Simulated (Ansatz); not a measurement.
# LiY3: the cost of one run

Computed with Ansatz 0.2.0 (DFT PBE, scalar-relativistic, plane waves, PAW, unless a step's input says otherwise).

### 1 The starting structure

Symmetry: Fm-3m, No. 225, cubic system. Conventional cell: a = 7.800 Å, b = 7.800 Å, c = 7.800 Å, α = 90.00°, β = 90.00°, γ = 90.00°. Li (site symmetry m-3m) is surrounded by 8 Y at 3.38 Å. Around Y (site symmetry -43m) lie 4 Li at 3.38 Å and 4 Y at 3.38 Å. Y (site symmetry m-3m) is surrounded by 8 Y at 3.38 Å.

Structure file:

```
CELL_PARAMETERS angstrom
0.00000 3.89985 3.89985
3.89985 0.00000 3.89985
3.89985 3.89985 0.00000
ATOMIC_POSITIONS crystal
Li 0.00000 0.00000 0.00000
Y 0.25000 0.25000 0.25000
Y 0.75000 0.75000 0.75000
Y 0.50000 0.50000 0.50000
```

The structure comes from the Materials Project (structure only).

### 2 A distortion that keeps the symmetry

Against the listed cell: strain xx, yy, zz, yz, xz, xy = +3.9, +3.9, +3.9, +0.0, +0.0, +0.0 %.

The input, input.yaml:

```yaml
crystal:
  lattice:
    - [0.0, 4.0523752117, 4.0523752117]
    - [4.0523752117, 0.0, 4.0523752117]
    - [4.0523752117, 4.0523752117, 0.0]
  atoms:
    - { symbol: Li, position: [0.0, 0.0, 0.0] }
    - { symbol: "Y", position: [0.25, 0.25, 0.25] }
    - { symbol: "Y", position: [0.75, 0.75, 0.75] }
    - { symbol: "Y", position: [0.5, 0.5, 0.5] }
basis:
  ecutwfc: 420
kpoints:
  mp_grid: { grid: [10, 10, 10] }
hamiltonian:
  xc: pbe
scf:
  occupations: { method: gaussian, width: 0.1 }
output:
  forces: true
  stress: true
  eigenvalues: true
```

Launch:

```
$ ansatz run input.yaml --threads 1 --pin off --max-ram 1331MiB --backend cpu --events-out ev --progress --plain --runs-dir out
```

**Question.** How long does this run take on 1 thread of an x86-64 CPU, shared host, and how much memory does it need?

About 13 s, with a peak of 0.45 GiB.
